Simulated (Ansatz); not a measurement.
# Rb3Cd: the cost of one run

Program: Ansatz 0.2.0 through its Python package. Level of theory: DFT PBEsol, plane waves, PAW. These are calculated values, not measurements.

## (1) The structure

Rb3Cd Pm-3m: It takes space group Pm-3m (No. 221, cubic). The conventional cell has a = 6.313 Å, b = 6.313 Å, c = 6.313 Å, α = 90.00°, β = 90.00°, γ = 90.00°. Rb (site symmetry 4/mmm) is surrounded by 8 Rb at 4.46 Å and 4 Cd at 4.46 Å. Cd (site symmetry m-3m) is surrounded by 12 Rb at 4.46 Å.

Rb Pmmm: Symmetry: Pmmm, No. 47, orthorhombic system. The conventional cell has a = 10.000 Å, b = 10.500 Å, c = 11.000 Å, α = 90.00°, β = 90.00°, γ = 90.00°.

Cd Pmmm: The structure is orthorhombic, space group Pmmm (No. 47). The conventional cell has a = 10.000 Å, b = 10.500 Å, c = 11.000 Å, α = 90.00°, β = 90.00°, γ = 90.00°.

No structure file is read: the coordinates are typed or built in the script.

## (2) The script

The input, cohesive.py:

```python
"""Cohesive energy of Rb3Cd from free atoms."""

from collections import Counter

import ansatz as az

PHASES = {
    "Rb3Cd": (
        [(6.312502, 0.0, 0.0), (0.0, 6.312502, 0.0), (0.0, 0.0, 6.312502)],
        [
            ("Rb", (0.0, 0.5, 0.5)),
            ("Rb", (0.5, 0.0, 0.5)),
            ("Rb", (0.5, 0.5, 0.0)),
            ("Cd", (0.0, 0.0, 0.0)),
        ],
    ),
}


def build(vectors, sites):
    crystal = az.Crystal(lattice=az.Lattice.of(vectors))
    for symbol, position in sites:
        crystal = crystal.atom(symbol, position)
    return crystal


def counts(outcome):
    return Counter(site.symbol for site in outcome.lattice.sites)

UNPAIRED = {"Rb": 1, "Cd": 0}  # unpaired electrons of the free atoms


def solve(name, crystal):
    calc = (
        crystal.calculation()
        .basis(510)
        .functional("pbesol")
        .kpoints(spacing=0.15)
        .occupations("cold", width=0.02)
    )
    if name.endswith(" atom"):
        calc = calc.kpoints(1, 1, 1).occupations("fermi_dirac", width=0.01)
        if UNPAIRED[name.split()[0]]:
            calc = calc.spin("collinear")
        return calc.run()
    calc = calc.relax(force_tolerance=0.01, max_steps=40, cell=True)
    return calc.run()


def main() -> None:
    phases = {name: build(*cell) for name, cell in PHASES.items()}
    # free atoms: a low-symmetry box, moments by the rule of Hund
    for element, moment in UNPAIRED.items():
        phases[f"{element} atom"] = az.Lattice.orthorhombic(10.0, 10.5, 11.0).atom(element, (0.5, 0.5, 0.5), moment=moment or None)

    done = {}
    for name, crystal in phases.items():
        done[name] = solve(name, crystal)
        print(f"{name}: {done[name].report['energy_sigma0_ev']:.4f} eV, {len(done[name].lattice.sites)} atoms")

    print({element: round(done[f"{element} atom"].report["magnetization_mub"], 2) for element in UNPAIRED}, "muB on the free atoms")
    solid = done["Rb3Cd"]
    n = counts(solid)
    binding = (sum(k * done[f"{e} atom"].report["energy_sigma0_ev"] for e, k in n.items()) - solid.report["energy_sigma0_ev"]) / sum(n.values())
    print(f"cohesive energy {binding:.3f} eV/atom = {96.4853 * binding:.0f} kJ/mol of atoms (no zero-point energy)")


if __name__ == "__main__":
    main()
```

## (3) The input behind the calls

The engine receives this input (first run):

```yaml
crystal:
  lattice:
    - [6.312502, 0.0, 0.0]
    - [0.0, 6.312502, 0.0]
    - [0.0, 0.0, 6.312502]
  atoms:
    - { symbol: Rb, position: [0.0, 0.5, 0.5] }
    - { symbol: Rb, position: [0.5, 0.0, 0.5] }
    - { symbol: Rb, position: [0.5, 0.5, 0.0] }
    - { symbol: Cd, position: [0.0, 0.0, 0.0] }
basis:
  ecutwfc: 510.0
kpoints:
  mp_grid:
    kspacing: 0.15
hamiltonian:
  xc: pbesol
scf:
  occupations:
    method: cold
    width: 0.02
relax:
  f_tol: 0.01
  max_steps: 40
  cell: {}
```

## (4) The run

Launch:

```bash
$ python cohesive.py
```

**Question.** How long does this script take on 1 thread of Arm Neoverse V2, shared host, and how much memory does it need?

About 84 s, with a peak of 1 GiB.
